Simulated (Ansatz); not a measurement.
**WNH₂ (quartet): from Hartree-Fock to the top rungs, def2-SVP**

An exercise on one series of results from a longer session: the logs are not shown, and one member is left open.

Computed with Ansatz 0.2.0, Gaussian basis. Level: def2-SVP, core rule «outside noble gas», up to 5 orbitals frozen.

To be run: UHF; CCSD(T) on ROHF; CCSD(T) on UHF; CISD as a restricted active space (open shells left free, so some higher excitations enter); CCSDT(Q) on ROHF; CCSDT(Q) on UHF; CASSCF and NEVPT2, 11 electrons in 11 orbitals.

30 further runs of the same task are left out: 8 for a known fault of the program, 9 that didn't finish, 13 set aside as unsound or not needed. Runs told in other sessions of the task aren't counted.

### What is computed

The geometry is a PBE0/def2-TZVP stationary point (not a proven minimum) of the parent state, kept for this charge and spin. No spin-orbit coupling is included. Elements past krypton take def2 core potentials.

4 atoms, charge 0, spin multiplicity 4.

Atoms are counted from 1 here; the program's logs count them from 0.

Bond lengths: W1–N2 1.963 Å, N2–H3 1.010 Å, N2–H4 1.010 Å. Angles: W1–N2–H3 124.3°, W1–N2–H4 124.3°, H3–N2–H4 111.3°.

Set-up of the first run:

Input file in.yaml:

```yaml
crystal:
  periodic: [false, false, false]
  atoms:
    - {symbol: W, position_ang: [0.000000, 0.000000, 0.163075]}
    - {symbol: N, position_ang: [0.000000, 0.000000, -1.799428]}
    - {symbol: H, position_ang: [0.000000, 0.833754, -2.369029]}
    - {symbol: H, position_ang: [0.000000, -0.833754, -2.369029]}
basis:
  gaussian: {orbitals: def2-SVP}
magnetization: {spin_polarized: true, initial_magnetization: 3}
hamiltonian: {xc: hf}
output: {orbitals: {seedname: orbitals}}
```

Run with:

```
> ansatz run in.yaml --threads 1 --pin off --events-out ev --progress --plain --max-ram 2393MiB
```

Among the steps run: UHF; CCSD(T) on ROHF; CCSD(T) on UHF; CISD as a restricted active space (open shells left free, so some higher excitations enter); CCSDT(Q) on ROHF; CCSDT(Q) on UHF; CASSCF and NEVPT2, 11 electrons in 11 orbitals.

One of the session's tables, all rows but one given; the rest of the session is left out.

```
        method  from RCCSDT(Q) (kcal/mol)
          ROHF                    +202.97
           UHF                    +190.24
          RMP2                     +25.10
          UMP2                     +24.58
         RCCSD                      +9.66
         UCCSD                      +7.78
      RCCSD(T)                      +1.55
      UCCSD(T)                          ?
        RCCSDT                      +0.56
        UCCSDT                      -0.84
     RCCSDT(Q)                          0
     UCCSDT(Q)                      -1.66
CASSCF valence                    +143.54
NEVPT2 valence                     +35.50
```

Estimate the missing values for UCCSD(T).

**Answer.** from RCCSDT(Q) (kcal/mol): +0.29. In the column «from RCCSDT(Q) (kcal/mol)» it lies between RCCSDT(Q) (0) and RCCSDT (+0.56).

Not comparable, so not listed: CISD as a restricted active space (open shells left free, so some higher excitations enter) (they don't share determinant, frozen orbitals or solution with the rows shown, or repeat one).

To keep in mind: The determinant of HF (⟨S²⟩ 4.30) is far from a pure spin state, so its energy mixes those of several spin states; that is harmless only where they are near-degenerate. The determinant of CCSD(T) (⟨S²⟩ 4.30) is far from a pure spin state, so its energy mixes those of several spin states; high orders of coupled cluster remove much of that, low ones don't. The determinant of CCSDT(Q) (⟨S²⟩ 4.30) is far from a pure spin state, so its energy mixes those of several spin states; high orders of coupled cluster remove much of that, low ones don't. Warnings: spin contamination; large T1 diagnostic. Restricted and unrestricted rows rest on different reference determinants; a gap between their highest levels can come from leftover correlation error, from unlike frozen cores or from another state.
